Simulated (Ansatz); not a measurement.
What does this script print? It uses the Python package of Ansatz (0.2.0).

`restart_in.py`:
```python
"""A run of In that can be started again."""

import ansatz as az
import numpy as np

FUNCTIONAL = "lda"
OCCUPATIONS = "fermi_dirac"
SIGMA = 0.2

vectors = np.array([
    [-1.88252524, 1.88252524, 1.88252524],
    [1.88252524, -1.88252524, 1.88252524],
    [1.88252524, 1.88252524, -1.88252524],
])
system = az.Lattice.of(vectors).atom("In", [0.0, 0.0, 0.0])

base = (
    system.calculation()
    .functional(FUNCTIONAL)
    .basis(16 * az.Ha, xc_grid=2)
    .kpoints(11, center="monkhorst-pack")
    .occupations(OCCUPATIONS, width=SIGMA)
    .forces()
    .checkpoint(write="ground.run")
)
with az.exiting_at_sigterm():
    done = base.run(resume=True)
print("returned:", type(done).__name__)
print(f"F = {done.report['free_energy_ev']:.5f} eV, {done.report['n_iterations']} iterations")
```

```console
$ python restart_in.py
returned: RunOutcome
F = -5457.16054 eV, 6 iterations
```

```console
$ python restart_in.py
returned: CompletedStep
F = -5457.16054 eV, 6 iterations
```

What to keep in mind:
- The settings weren't tested for convergence.
- For a metal this k-point mesh is coarse: on a finer one energies can move by several to tens of meV an atom and pressures by half a GPa or more, differences at one mesh by less.
- The smearing is wide enough that free energy and stress hold a thermal part of the electrons.
- This isn't the structure that In takes at ambient conditions.
- It ran for 2.3 s on 1 thread of Arm Neoverse V1, with other jobs on the host, peak memory 0.34 GiB.
